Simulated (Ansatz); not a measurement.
A nudged elastic band was laid between two geometries of a periodic cell of 63 atoms, C₆₂N (host C, host structure diamond, dopant N, one C atom removed), cell charge -1.

These are results of DFT PBE, scalar-relativistic, plane waves, PAW (Ansatz 0.2.0), not measurements. Settings: PAW set soft_1, cutoff 420 eV, k mesh 2x2x2, fermi-dirac smearing 0.02 eV, no spin polarisation.

```json
{
  "movable images": "5",
  "climbing image": "yes",
  "spring": "5.0 eV/Å²",
  "optimiser": "quadratic models (default)",
  "start path": "IDPP",
  "force threshold": "0.05 eV/Å",
  "iteration limit": "56",
  "end points": "relaxed"
}
```

First end point:

```xyz
63
Lattice="7.1400 0.0000 0.0000 0.0000 7.1400 0.0000 0.0000 0.0000 7.1400" Properties=species:S:1:pos:R:3
C 3.564 0.045 0.000
C 4.469 0.897 0.905
C 5.361 1.787 0.002
C 6.250 2.678 0.893
C 5.351 0.003 1.786
C 6.236 0.888 2.672
C 0.016 -0.008 -0.021
C 0.906 0.886 0.879
C 1.824 1.785 0.000
C 2.676 2.689 0.905
C 3.567 3.582 0.003
C 4.457 4.471 0.893
C 5.345 5.365 -0.001
C 6.239 6.253 0.896
C 1.781 0.002 1.787
C 2.670 0.890 2.689
C 3.566 1.787 1.797
C 4.457 2.678 2.686
C 5.352 3.573 1.788
C 6.244 4.465 2.680
C 3.543 -0.008 3.592
C 4.443 0.886 4.481
C 5.345 1.784 3.580
C 6.239 2.682 4.468
C 5.351 0.002 5.357
C 6.253 0.891 6.245
C 0.004 3.566 -0.001
C 0.892 4.460 0.896
C 1.772 5.376 -0.021
C 2.665 6.266 0.879
C 0.004 1.784 1.781
C 0.892 2.681 2.675
C 1.782 3.571 1.786
C 2.667 4.457 2.672
C 3.563 5.365 1.781
C 4.460 6.253 2.675
C 0.001 0.008 3.577
C 0.825 0.935 4.401
C 1.771 1.764 3.591
C 2.665 2.664 4.481
C 3.563 3.566 3.580
C 4.461 4.460 4.468
C 5.350 5.359 3.574
C 6.245 6.250 4.465
N 2.751 0.972 6.327
C 3.564 1.785 5.400
C 4.469 2.690 6.252
C 5.351 3.572 5.358
C 6.236 4.457 6.243
C -0.002 5.359 1.786
C 0.889 6.250 2.681
C -0.002 3.571 3.574
C 0.889 4.466 4.465
C 1.787 5.362 3.577
C 2.713 6.185 4.402
C 0.015 1.764 5.347
C 0.905 2.664 6.241
C 1.781 3.572 5.357
C 2.670 4.474 6.246
C 3.544 5.376 5.348
C 4.443 6.266 6.241
C 0.001 5.362 5.363
C 0.826 6.186 6.289
```

Last end point:

Only the atoms that move by more than 0.05 Å are listed.
```
C1 3.635 -0.040 0.065
C9 1.745 1.850 0.065
C38 0.895 0.850 4.465
N45 1.707 -0.078 5.277
C46 3.635 1.850 5.315
C55 2.635 6.250 4.465
C63 0.895 6.250 6.205
```

(1) Which bonds break or form, and what moves?

(2) What energy profile does the band end with?

(3) What is the geometry of the highest image?

The band took 11 iterations and of the order of 50 core-minutes.

Answers

(1) Contacts lost: C1–N45, C9–N45, N45–C46. Contacts made: C38–N45, N45–C55, N45–C63. The atom that moves furthest is N45, by 1.82 Å.

(2) The forces met the threshold. The highest image is number 3 of 0 to 6, 4.16 eV above the ends, which have the same energy within 2 meV. Neighbouring images differ by up to 2.0 eV, so the band resolves the path poorly. By the program's own check the climbing image is of a kind that is not told: the force calls were inconclusive, a negative curvature could not be distinguished from the path's own, the only one lies far off the path, or fixed occupations may fill a level only in part (lowest curvatures found: -25.75 and 1.47 eV/Å²). Limits of this set-up: coarse k mesh, charged cell in a uniform background, uncorrected.

```json
{"image": "0", "path coordinate (Å)": "0.00", "energy (eV)": "0.00", "C1–N45 (Å)": "1.48", "C9–N45 (Å)": "1.48", "N45–C46 (Å)": "1.48"}
{"image": "1", "path coordinate (Å)": "0.35", "energy (eV)": "0.94", "C1–N45 (Å)": "1.68", "C9–N45 (Å)": "1.51", "N45–C46 (Å)": "1.56"}
{"image": "2", "path coordinate (Å)": "0.70", "energy (eV)": "2.97", "C1–N45 (Å)": "2.00", "C9–N45 (Å)": "1.58", "N45–C46 (Å)": "1.74"}
{"image": "3", "path coordinate (Å)": "1.05", "energy (eV)": "4.16", "C1–N45 (Å)": "2.23", "C9–N45 (Å)": "1.74", "N45–C46 (Å)": "2.03"}
{"image": "4", "path coordinate (Å)": "1.40", "energy (eV)": "2.97", "C1–N45 (Å)": "2.41", "C9–N45 (Å)": "2.05", "N45–C46 (Å)": "2.30"}
{"image": "5", "path coordinate (Å)": "1.75", "energy (eV)": "0.95", "C1–N45 (Å)": "2.56", "C9–N45 (Å)": "2.41", "N45–C46 (Å)": "2.52"}
{"image": "6", "path coordinate (Å)": "2.11", "energy (eV)": "0.00", "C1–N45 (Å)": "2.73", "C9–N45 (Å)": "2.73", "N45–C46 (Å)": "2.73"}
```

(3) 
```xyz
63
Lattice="7.1400 0.0000 0.0000 0.0000 7.1400 0.0000 0.0000 0.0000 7.1400" Properties=species:S:1:pos:R:3
C 3.647 -0.079 0.080
C 4.461 0.872 0.892
C 5.342 1.777 -0.001
C 6.239 2.674 0.893
C 5.376 -0.007 1.809
C 6.270 0.892 2.703
C -0.015 -0.009 0.013
C 0.871 0.884 0.889
C 1.691 1.751 -0.060
C 2.666 2.624 0.835
C 3.556 3.552 -0.019
C 4.454 4.448 0.884
C 5.356 5.343 0.001
C 6.238 6.240 0.908
C 1.787 0.003 1.785
C 2.673 0.890 2.680
C 3.562 1.767 1.768
C 4.457 2.669 2.667
C 5.351 3.566 1.784
C 6.251 4.465 2.681
C 3.563 -0.012 3.575
C 4.447 0.890 4.465
C 5.357 1.782 3.565
C 6.233 2.689 4.458
C 5.348 0.006 5.364
C 6.237 0.896 6.251
C -0.011 3.584 0.006
C 0.895 4.460 0.899
C 1.787 5.369 0.001
C 2.689 6.253 0.891
C -0.003 1.783 1.794
C 0.894 2.680 2.671
C 1.785 3.546 1.761
C 2.684 4.440 2.654
C 3.574 5.339 1.790
C 4.478 6.243 2.675
C 0.052 0.011 3.629
C 0.921 0.985 4.521
C 1.793 1.804 3.577
C 2.686 2.691 4.453
C 3.576 3.579 3.556
C 4.474 4.461 4.464
C 5.369 5.363 3.581
C 6.265 6.261 4.483
N 2.060 0.613 5.811
C 3.596 1.827 5.280
C 4.439 2.656 6.233
C 5.355 3.575 5.351
C 6.244 4.464 6.253
C 0.007 5.360 1.798
C 0.909 6.255 2.697
C 0.003 3.578 3.572
C 0.900 4.476 4.466
C 1.805 5.355 3.571
C 2.755 6.167 4.384
C -0.023 1.819 5.357
C 0.858 2.699 6.247
C 1.781 3.580 5.354
C 2.671 4.469 6.241
C 3.562 5.365 5.347
C 4.451 6.255 6.257
C 0.023 5.381 5.371
C 0.856 6.227 6.325
```

The run took 16 min on 4 threads of Arm Neoverse V2, with other jobs on the host, peak memory 3.9 GiB.
